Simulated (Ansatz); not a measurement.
# C₂H₈S₂Sn: a ladder of functionals and wavefunction methods

One table from this session's results is given with a row withheld; the runs are named, their logs left out.

Computed with Ansatz 0.2.0, Gaussian basis. Level: functionals in def2-TZVPP, the program's frozen cores in correlated methods.

Plan: PBE-D4, r2SCAN-D4, PBE0-D4, B3LYP-D4, ωB97X-V, ωB97M-V, B2PLYP; CCSD(T)/def2-TZVPP; MP2/def2-QZVPP; extrapolation to the limit.

## Structure used throughout

The geometry comes from an earlier relaxation with PBE0-D4 in a triple-zeta def2 set; it is a stationary point, not always the lowest conformer. Sn takes the def2 core potential; no spin-orbit term is included.

SMILES `C[S][SnH2][S]C`, 13 atoms, charge 0, spin multiplicity 1.

Atoms are counted from 1 here; the program's logs count them from 0.

Bond lengths: C1–S2 1.818 Å, C1–H6 1.090 Å, C1–H7 1.090 Å, C1–H8 1.090 Å, S2–Sn3 2.399 Å, Sn3–S4 2.394 Å, Sn3–H9 1.702 Å, Sn3–H10 1.712 Å, S4–C5 1.816 Å, C5–H11 1.091 Å, C5–H12 1.090 Å, C5–H13 1.091 Å. Angles: S2–C1–H6 111.7°, S2–C1–H7 106.4°, S2–C1–H8 111.6°, H6–C1–H7 108.7°, H6–C1–H8 109.7°, H7–C1–H8 108.7°, C1–S2–Sn3 100.1°, S2–Sn3–S4 109.2°, S2–Sn3–H9 110.8°, S2–Sn3–H10 105.1°, S4–Sn3–H9 107.0°, S4–Sn3–H10 110.8°, H9–Sn3–H10 113.8°, Sn3–S4–C5 99.2°, S4–C5–H11 111.6°, S4–C5–H12 106.6°, S4–C5–H13 110.8°, H11–C5–H12 108.7° and more.

The first run:

in.yaml

```yaml
crystal:
  periodic: [false, false, false]
  atoms:
    - {symbol: C, position_ang: [1.007989, -1.383431, 1.292806]}
    - {symbol: S, position_ang: [-0.653008, -1.722536, 0.636943]}
    - {symbol: Sn, position_ang: [-1.564782, 0.496160, 0.635622]}
    - {symbol: S, position_ang: [-1.363669, 1.430718, -1.559105]}
    - {symbol: C, position_ang: [0.335172, 0.914611, -1.940071]}
    - {symbol: H, position_ang: [1.615075, -0.822121, 0.582999]}
    - {symbol: H, position_ang: [1.475624, -2.353865, 1.460897]}
    - {symbol: H, position_ang: [0.962805, -0.849404, 2.241448]}
    - {symbol: H, position_ang: [-3.223425, 0.468822, 1.014999]}
    - {symbol: H, position_ang: [-0.614425, 1.370935, 1.759900]}
    - {symbol: H, position_ang: [1.063197, 1.444232, -1.324649]}
    - {symbol: H, position_ang: [0.510851, 1.168900, -2.985314]}
    - {symbol: H, position_ang: [0.448597, -0.163010, -1.816487]}
basis:
  gaussian: {orbitals: def2-TZVPP}
hamiltonian: {xc: pbe, dispersion: d4}
output: {forces: true, orbitals: {seedname: orbitals}}
```

Run with:

```bash
ansatz run in.yaml --threads 2 --pin off --events-out ev --progress --plain --max-ram 22528MiB --backend cuda --devices 0, --max-vram 18GiB
```

Steps of the session up to this table: PBE-D4 (GGA); r2SCAN-D4 (meta-GGA); PBE0-D4 (hybrid); B3LYP-D4 (hybrid); ωB97X-V (range-separated); ωB97M-V (range-separated); B2PLYP (double hybrid); CCSD(T) in def2-TZVPP; MP2 in def2-QZVPP.

One of the session's tables, all rows but one given; the rest of the session is left out.

```
            method  atomisation energy (kJ/mol)
            PBE-D4                       4285.5
         r2SCAN-D4                       4240.5
           PBE0-D4                       4236.4
          B3LYP-D4                       4217.3
           ωB97X-V                       4258.1
           ωB97M-V                            ?
            B2PLYP                       4156.5
     HF/def2-TZVPP                       3059.7
    MP2/def2-TZVPP                       4136.3
   CCSD/def2-TZVPP                       4060.4
CCSD(T)/def2-TZVPP                       4126.2
           MP2/CBS                       4259.8
       CCSD(T)/CBS                       4249.6
```

**Question.** Estimate the row for ωB97M-V.

**Answer.** atomisation energy (kJ/mol): 4245.8. In the column «atomisation energy (kJ/mol)» it lies between r2SCAN-D4 (4240.5) and CCSD(T)/CBS (4249.6).

To keep in mind: Free atoms (2 C, 2 S, 1 Sn, 8 H) were run apart at each level; the atomisation energy is their sum less the molecule, without zero-point or spin-orbit terms.
